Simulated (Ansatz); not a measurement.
Run this with Ansatz 0.2.0, Python API and show what comes out.

The script, `geh4se_relaxed_scan.py`:
```python
import ansatz
import numpy as np

GEOMETRY = """
Ge   -0.22790   -0.32530   -0.43740
Se   -0.22400    0.99250    1.52940
H     0.35530   -1.65590   -0.20790
H    -1.67410   -0.47830   -0.89200
H     0.49850    0.45950   -1.58370
H     1.31440    0.94340    1.54540
"""


def main() -> None:
    geometry = ansatz.Crystal.molecule()
    for line in GEOMETRY.strip().splitlines():
        symbol, *xyz = line.split()
        geometry = geometry.atom(symbol, [float(v) for v in xyz])

    setup = geometry.calculation()
    setup = setup.basis(gaussian="def2-SVP").functional("PBE0", dispersion="d3bj")
    symbols = [site.symbol for site in geometry.cartesian_sites]
    pairs = [(0, 1), (0, 2), (0, 3), (0, 4), (1, 5)]
    print("held (A)   E (eV)        ", "  ".join(f"{symbols[i]}{i}-{symbols[j]}{j}" for i, j in pairs))
    for length in [2.18, 2.37, 2.56, 2.84, 3.2]:
        rep = setup.relax(constraints=[ansatz.DistanceConstraint((0, 1), at=length)], force_tolerance=0.02, max_steps=60).run(threads=1).report
        xyz = np.array(rep["positions_ang"])
        print(f"{length:6.2f} {rep['free_energy_ev']:14.5f}  ", "  ".join(f"{np.linalg.norm(xyz[i] - xyz[j]):.3f}" for i, j in pairs))


if __name__ == "__main__":
    main()
```

```console
$ python geh4se_relaxed_scan.py
held (A)   E (eV)         Ge0-Se1  Ge0-H2  Ge0-H3  Ge0-H4  Se1-H5
DeckWarning: relax.constraints: the input's atoms, or those drawn, lie off the distances that are held; a relaxation that starts there is brought onto them ahead of its first SCF, by positions alone, an atom by 9.37e-2 Å at the most. With the symmetry [...]
  2.18  -121903.25869   2.180  1.542  1.539  1.542  1.471
  2.37  -121903.50117   2.370  1.538  1.536  1.538  1.471
  2.56  -121903.31035   2.560  1.535  1.533  1.535  1.472
  2.84  -121902.71618   2.840  1.533  1.532  1.533  1.473
  3.20  -121901.85545   3.200  1.530  1.530  1.530  1.473
```
(Warnings from the package without file and line, shortened, repeats left out.)

Total energies depend on the basis set; only differences at equal settings carry meaning. The energies are electronic: no zero-point or thermal terms, and the basis set is short of its limit. The whole script took 87 s on 1 thread of Arm Neoverse V1 (shared host), peak memory 0.25 GiB.
